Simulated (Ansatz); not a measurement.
# CH₈ClNSi₂: basis-set convergence

How large a basis does CH₈ClNSi₂ need? Two functionals are run in growing sets.

Computed with Ansatz 0.2.0, Gaussian basis. Level: one geometry, several basis sets.

Levels to be run: PBE0-D4/def2-SVP; ωB97M-V/def2-SVP; PBE0-D4/def2-QZVPP; ωB97M-V/def2-QZVPP; the functionals' def2-TZVPP values are taken from earlier runs.

## Step 1: The geometry

The geometry comes from an earlier relaxation with PBE0-D4 in a triple-zeta def2 set; it is a stationary point, not always the lowest conformer.

SMILES `C[Si](N)([SiH3])Cl`, 13 atoms, charge 0, spin multiplicity 1.

Atoms are counted from 1 here; the program's logs count them from 0.

Bond lengths: C1–Si2 1.859 Å, C1–H6 1.093 Å, C1–H7 1.092 Å, C1–H8 1.092 Å, Si2–N3 1.710 Å, Si2–Si4 2.339 Å, Si2–Cl5 2.092 Å, N3–H9 1.008 Å, N3–H10 1.009 Å, Si4–H11 1.487 Å, Si4–H12 1.489 Å, Si4–H13 1.489 Å. Angles: Si2–C1–H6 110.3°, Si2–C1–H7 110.5°, Si2–C1–H8 110.7°, H6–C1–H7 108.6°, H6–C1–H8 107.8°, H7–C1–H8 108.8°, C1–Si2–N3 108.6°, C1–Si2–Si4 115.4°, C1–Si2–Cl5 106.3°, N3–Si2–Si4 108.4°, N3–Si2–Cl5 113.2°, Si4–Si2–Cl5 105.1°, Si2–N3–H9 120.1°, Si2–N3–H10 119.9°, H9–N3–H10 110.7°, Si2–Si4–H11 110.4°, Si2–Si4–H12 111.0°, Si2–Si4–H13 109.4° and more.

## Step 2: PBE0-D4 in def2-SVP

in.yaml

```yaml
crystal:
  periodic: [false, false, false]
  atoms:
    - {symbol: C, position_ang: [-1.484471, 0.890023, -0.597805]}
    - {symbol: Si, position_ang: [0.180637, 0.078463, -0.438615]}
    - {symbol: N, position_ang: [0.068613, -1.519972, -1.035257]}
    - {symbol: Si, position_ang: [1.052216, -0.002097, 1.729942]}
    - {symbol: Cl, position_ang: [1.518717, 1.269794, -1.519231]}
    - {symbol: H, position_ang: [-1.805363, 0.895890, -1.643085]}
    - {symbol: H, position_ang: [-2.230175, 0.353543, -0.006706]}
    - {symbol: H, position_ang: [-1.442629, 1.925738, -0.255777]}
    - {symbol: H, position_ang: [0.851801, -2.148146, -0.948078]}
    - {symbol: H, position_ang: [-0.443329, -1.704147, -1.884656]}
    - {symbol: H, position_ang: [1.361723, 1.368716, 2.215863]}
    - {symbol: H, position_ang: [0.086581, -0.636883, 2.668972]}
    - {symbol: H, position_ang: [2.306078, -0.805523, 1.729232]}
basis:
  gaussian: {orbitals: def2-SVP}
hamiltonian: {xc: pbe0, dispersion: d4}
output: {orbitals: {seedname: orbitals}}
```

Launch:

```bash
ansatz run in.yaml --threads 4 --pin off --events-out ev --progress --plain --max-ram 10444MiB
```

The runs that follow: ωB97M-V in def2-SVP; PBE0-D4 in def2-QZVPP; ωB97M-V in def2-QZVPP.

Before running them: what should the planned runs give, taken together? Wanted: PBE0-D4: double and triple zeta above quadruple; ωB97M-V: double and triple zeta above quadruple.

The runs gave:

| quantity | value |
| --- | --- |
| PBE0-D4: double and triple zeta above quadruple | 14.12, 1.07 eV |
| ωB97M-V: double and triple zeta above quadruple | 14.22, 1.01 eV |

What this shows: For PBE0-D4 the step from double to triple zeta gains 13.06 eV and the next only 1.07 eV. Total energies overstate the basis error of differences, where much of it tends to cancel. The LUMO of ωB97M-V is positive and keeps falling with the basis (2.35 to 1.41 eV): an unbound level that the basis holds in place.
